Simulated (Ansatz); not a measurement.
# Cl2F4HW: the cost of one run

All numbers below are computed with Ansatz 0.2.0 (UKS PBE/def2-SVP).

### Step 1. The system as given

Bond lengths: W1–H2 1.970 Å, W1–F3 1.850 Å, W1–F4 1.850 Å, W1–Cl5 2.390 Å, W1–F6 1.850 Å, W1–Cl7 2.390 Å. Angles (14 of 15 angles, heavy atoms first): F3–W1–F4 90.0°, F3–W1–Cl5 180.0°, F3–W1–F6 90.0°, F3–W1–Cl7 90.0°, F4–W1–Cl5 90.0°, F4–W1–F6 180.0°, F4–W1–Cl7 90.0°, Cl5–W1–F6 90.0°, Cl5–W1–Cl7 90.0°, F6–W1–Cl7 90.0°, H2–W1–F3 90.0°, H2–W1–F4 90.0°, H2–W1–Cl5 90.0°, H2–W1–F6 90.0°.

Structure file:

```xyz
8

W     0.0000    0.0000    0.0000
H     0.0000    0.0000    1.9700
F     1.8500    0.0000    0.0000
F     0.0000    1.8500    0.0000
Cl   -2.3900    0.0000    0.0000
F     0.0000   -1.8500    0.0000
Cl    0.0000    0.0000   -2.3900
F     0.0000    0.0000    3.1900
```

### Step 2. Pulling towards end A

Springs on the bonds that form and break draw the guess towards this end; the thresholds are loose.

input.yaml

```yaml
crystal:
  periodic: [false, false, false]
  atoms:
    - { symbol: W, position_ang: [0.0, 0.0, 0.0] }
    - { symbol: H, position_ang: [0.0, 0.0, 1.97] }
    - { symbol: F, position_ang: [1.85, 0.0, 0.0] }
    - { symbol: F, position_ang: [0.0, 1.85, 0.0] }
    - { symbol: Cl, position_ang: [-2.39, 0.0, 0.0] }
    - { symbol: F, position_ang: [0.0, -1.85, 0.0] }
    - { symbol: Cl, position_ang: [0.0, 0.0, -2.39] }
    - { symbol: F, position_ang: [0.0, 0.0, 3.19] }
magnetization:
  spin_polarized: true
  initial_magnetization: 1
basis:
  gaussian: { orbitals: def2-SVP }
hamiltonian:
  xc: pbe
relax:
  f_tol: 0.15
  max_steps: 25
  restrain:
    - { distance: [1, 7], at: 2.12, k: 30.0 }
    - { distance: [0, 1], at: 1.72, k: 30.0 }
```

Command:

```sh
$ ansatz run input.yaml --threads 4 --pin off --max-ram 5120MiB --backend cpu --events-out ev --progress --plain --runs-dir out
```

Q: Estimate wall time and peak memory on 4 threads of Arm Neoverse V2, shared host.

About 65 s, with a peak of 0.39 GiB.
